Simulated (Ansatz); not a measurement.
# BGeP (triplet): RPA-PBE over vertical spin and charge gaps, cc-pVTZ

Aim: run BGeP (triplet) with these functionals over vertical spin and charge gaps, and hold them against the top wave-function level at the same points.

Method: cc-pVTZ, all electrons in the functionals, frozen cores in the correlation of double hybrids and RPA; program: Ansatz 0.2.0, Gaussian basis.

The runs, in order: RPA-PBE, at charge 0, triplet; charge 0, singlet; charge 0, quintet; charge 1, doublet; charge 1, quartet.

4 further runs of the same task are left out: 4 set aside as unsound or not needed.

## Step 1: What is computed

The geometry is a PBE0/def2-TZVP stationary point (not a proven minimum). No spin-orbit coupling is included. The filled d shell of Ge may be among the frozen orbitals whatever the setting's name suggests; the logs give the count.

3 atoms, charge 0, spin multiplicity 3.

Atoms are counted from 1 here; the program's logs count them from 0.

Bond lengths: B1–Ge2 2.182 Å, B1–P3 1.788 Å, Ge2–P3 2.237 Å. Angles: Ge2–B1–P3 67.8°, B1–Ge2–P3 47.7°, B1–P3–Ge2 64.5°.

No dispersion term is added.

The geometry shown and the zero of energy belong to the point charge 0, triplet. The yardstick, UCCSD(T), and other wave-function levels (R restricted, U unrestricted, valence and pair active spaces) come from earlier runs.

## Step 2: RPA-PBE, charge 0, triplet

The input, in.yaml:

```yaml
crystal:
  periodic: [false, false, false]
  atoms:
    - {symbol: B, position_ang: [0.000000, -1.356815, -0.905184]}
    - {symbol: Ge, position_ang: [0.000000, 0.055950, 0.757740]}
    - {symbol: P, position_ang: [0.000000, 0.342363, -1.461116]}
basis:
  gaussian: {orbitals: cc-pVTZ}
magnetization: {spin_polarized: true, initial_magnetization: 2}
hamiltonian: {xc: {name: PBE}}
correlation: {method: rpa, electrons: outside_noble_gas}
```

Launch:

```
> ansatz run in.yaml --threads 2 --pin off --events-out ev --progress --plain --max-ram 24576MiB --backend cuda --devices 0, --max-vram 18GiB
```

Standard output:

```text
Functional definition: PBE
  name "PBE"
  cite "Perdew, Burke & Ernzerhof, Phys. Rev. Lett. 77, 3865 (1996) doi:10.1103/PhysRevLett.77.3865"
  parent pbe
  parameter kappa = 0.804
  parameter beta = 0.06672455060314922
  exchange = pbe_x(kappa = kappa, mu = beta*pi^2/3)
  correlation = pbe_c(beta = beta)
671 factors; integrals over basis functions are off by at most 1.2e-3 eV
mean field evaluation 1: about -66462.7935 eV, gradient 2.9e1 eV
mean field evaluation 2: about -66462.7932 eV, gradient 2.9e1 eV
mean field evaluation 4: about -66465.6097 eV, gradient 1.5e1 eV
mean field evaluation 8: about -66467.9554 eV, gradient 6.8e-1 eV
mean field evaluation 16: about -66467.9585 eV, gradient 1.2e-3 eV
mean field evaluation 32: about -66466.2084 eV, gradient 4.2e-5 eV
mean field evaluation 64: about -66467.9307 eV, gradient 7.2e-1 eV
mean field -66467.95853477 eV, -2442.6524225525 hartree, gradient 5.3e-6 eV, S^2 2.009870; 5 other end points of the search recorded, 0 dependent functions left out
20 core orbitals not correlated: weight in the atoms' cores, before any rotation towards them, 0.998 or more for the frozen orbitals, at most 0.001 for the correlated occupied ones
reference -66415.27659705 eV, -2440.7163970504 hartree; 7, 5 occupied and 80, 82 virtual orbitals, 671 factors
Total energy: -66429.55980438 eV, -2441.2412952381 hartree
```

It took 39 s on 1 × H100 (card shared with other runs) with 2 threads of AMD EPYC 7R13, shared host; peak host memory 0.84 GiB.

From the report: ⟨S²⟩ of the determinant 2.010 (pure triplet: 2.00).

## Step 3: RPA-PBE, charge 0, singlet

Edit in.yaml of step 2 so:

```diff
@@ -8,3 +8,3 @@
   gaussian: {orbitals: cc-pVTZ}
-magnetization: {spin_polarized: true, initial_magnetization: 2}
+magnetization: {spin_polarized: true, initial_magnetization: 0}
 hamiltonian: {xc: {name: PBE}}
```

Launch:

```
> ansatz run in.yaml --threads 1 --pin off --events-out ev --progress --plain --max-ram 4096MiB --backend cpu
```

Standard output (excerpt; [...] marks lines left out):

```text
Functional definition: PBE
  name "PBE"
  cite "Perdew, Burke & Ernzerhof, Phys. Rev. Lett. 77, 3865 (1996) doi:10.1103/PhysRevLett.77.3865"
  parent pbe
[...]
671 factors; integrals over basis functions are off by at most 1.2e-3 eV
[...]
mean field -66468.19470172 eV, -2442.6611015277 hartree, gradient 2.0e-6 eV, S^2 0.487967; 7 other end points of the search recorded, 0 dependent functions left out
20 core orbitals not correlated: weight in the atoms' cores, before any rotation towards them, 0.999 or more for the frozen orbitals, at most 0.001 for the correlated occupied ones
reference -66415.15558982 eV, -2440.7119501165 hartree; 6, 6 occupied and 81, 81 virtual orbitals, 671 factors
Total energy: -66429.88166727 eV, -2441.2531234813 hartree
```

It took 15 s on 1 thread of AMD EPYC 7R13, shared host; peak memory 0.25 GiB.

From the report: ⟨S²⟩ of the determinant 0.488 (pure singlet: 0.00).

From charge 0, triplet: -7.4 kcal/mol.

## Step 4: RPA-PBE, charge 0, quintet

Edit in.yaml of step 3 so:

```diff
@@ -8,3 +8,3 @@
   gaussian: {orbitals: cc-pVTZ}
-magnetization: {spin_polarized: true, initial_magnetization: 0}
+magnetization: {spin_polarized: true, initial_magnetization: 4}
 hamiltonian: {xc: {name: PBE}}
```

Launch:

```
> ansatz run in.yaml --threads 2 --pin off --events-out ev --progress --plain --max-ram 24576MiB --backend cuda --devices 0, --max-vram 18GiB
```

Standard output (excerpt; [...] marks lines left out):

```text
Functional definition: PBE
  name "PBE"
  cite "Perdew, Burke & Ernzerhof, Phys. Rev. Lett. 77, 3865 (1996) doi:10.1103/PhysRevLett.77.3865"
  parent pbe
[...]
671 factors; integrals over basis functions are off by at most 1.2e-3 eV
[...]
mean field -66465.31320532 eV, -2442.5552084882 hartree, gradient 6.1e-6 eV, S^2 6.005635; 10 other end points of the search recorded, 0 dependent functions left out
20 core orbitals not correlated: weight in the atoms' cores, before any rotation towards them, 0.998 or more for the frozen orbitals, at most 0.001 for the correlated occupied ones
reference -66413.26812135 eV, -2440.6425869298 hartree; 8, 4 occupied and 79, 83 virtual orbitals, 671 factors
Total energy: -66426.96616404 eV, -2441.1459807136 hartree
```

Run time: 30 s. Hardware: 1 × H100 (card shared with other runs) with 2 threads of AMD EPYC 7R13, shared host; peak host memory 0.84 GiB.

From the report: ⟨S²⟩ of the determinant 6.006 (pure quintet: 6.00).

From charge 0, triplet: +59.8 kcal/mol.

## Step 5: RPA-PBE, charge 1, doublet

Edit in.yaml of step 4 so:

```diff
@@ -8,3 +8,4 @@
   gaussian: {orbitals: cc-pVTZ}
-magnetization: {spin_polarized: true, initial_magnetization: 4}
+total_charge: 1
+magnetization: {spin_polarized: true, initial_magnetization: 1}
 hamiltonian: {xc: {name: PBE}}
```

Same command.

Standard output (excerpt; [...] marks lines left out):

```text
Functional definition: PBE
  name "PBE"
  cite "Perdew, Burke & Ernzerhof, Phys. Rev. Lett. 77, 3865 (1996) doi:10.1103/PhysRevLett.77.3865"
  parent pbe
[...]
671 factors; integrals over basis functions are off by at most 1.2e-3 eV
[...]
mean field -66459.94333079 eV, -2442.3578692389 hartree, gradient 4.2e-6 eV, S^2 0.801179; 8 other end points of the search recorded, 0 dependent functions left out
20 core orbitals not correlated: weight in the atoms' cores, before any rotation towards them, 0.998 or more for the frozen orbitals, at most 0.001 for the correlated occupied ones
reference -66407.50878316 eV, -2440.4309351551 hartree; 6, 5 occupied and 81, 82 virtual orbitals, 671 factors
Total energy: -66421.44949411 eV, -2440.9432468331 hartree
```

It took 19 s on 1 × H100 (card shared with other runs) with 2 threads of AMD EPYC 7R13, shared host; peak host memory 0.84 GiB.

From the report: ⟨S²⟩ of the determinant 0.801 (pure doublet: 0.75).

From charge 0, triplet: +187.0 kcal/mol.

## Step 6: RPA-PBE, charge 1, quartet

Edit in.yaml of step 5 so:

```diff
@@ -9,3 +9,3 @@
 total_charge: 1
-magnetization: {spin_polarized: true, initial_magnetization: 1}
+magnetization: {spin_polarized: true, initial_magnetization: 3}
 hamiltonian: {xc: {name: PBE}}
```

The command is unchanged.

Standard output (excerpt; [...] marks lines left out):

```text
Functional definition: PBE
  name "PBE"
  cite "Perdew, Burke & Ernzerhof, Phys. Rev. Lett. 77, 3865 (1996) doi:10.1103/PhysRevLett.77.3865"
  parent pbe
[...]
671 factors; integrals over basis functions are off by at most 1.2e-3 eV
[...]
mean field -66458.67745768 eV, -2442.3113492601 hartree, gradient 6.8e-6 eV, S^2 3.758970; 13 other end points of the search recorded, 0 dependent functions left out
20 core orbitals not correlated: weight in the atoms' cores, before any rotation towards them, 0.998 or more for the frozen orbitals, at most 0.001 for the correlated occupied ones
reference -66407.07892447 eV, -2440.4151381394 hartree; 7, 4 occupied and 80, 83 virtual orbitals, 671 factors
Total energy: -66420.12742257 eV, -2440.8946616002 hartree
```

Run time: 14 s. Hardware: 1 × H100 (card shared with other runs) with 2 threads of AMD EPYC 7R13, shared host; peak host memory 0.85 GiB.

From the report: ⟨S²⟩ of the determinant 3.759 (pure quartet: 3.75).

From charge 0, triplet: +217.5 kcal/mol.

## Step 7: Against the wave-function levels

No level is safe as a reference over these points; UCCSD(T) serves as a yardstick only. It comes from earlier runs at the same points. Energies in kcal/mol, counted from charge 0, triplet; blanks weren't run or aren't comparable.

| level | triplet to singlet | triplet to quintet | ionisation to the doublet cation | ionisation to the quartet cation |
| --- | --- | --- | --- | --- |
| UCCSD(T) | -6.4 | 58.6 | 184.3 | 212.5 |
| RPA-PBE | -7.4 | 59.8 | 187.0 | 217.5 |

Largest miss and mean time a point (UCCSD(T) took 39 s a point; shared hosts):

| level | largest miss (kcal/mol) | where | time a point |
| --- | --- | --- | --- |
| RPA-PBE | +5.0 | ionisation to the quartet cation | 23 s |

## Step 8: Results

| quantity | value |
| --- | --- |
| triplet to singlet, UCCSD(T) | -6.4 kcal/mol |
| triplet to quintet, UCCSD(T) | 58.6 kcal/mol |
| ionisation to the doublet cation, UCCSD(T) | 184.3 kcal/mol |
| ionisation to the quartet cation, UCCSD(T) | 212.5 kcal/mol |
| largest miss, RPA-PBE | +5.0 kcal/mol (ionisation to the quartet cation) |

What this shows: RPA-PBE strays by up to 5.0 kcal/mol, at ionisation to the quartet cation. RPA-PBE clearly breaks the spin symmetry at some points (⟨S²⟩ up to 0.49 above the pure value), so energy there is bought with a mixed spin. Functionals and the yardstick converge differently with the basis, so part of each miss in cc-pVTZ is the basis. The yardstick itself may be off where one determinant is a poor start.
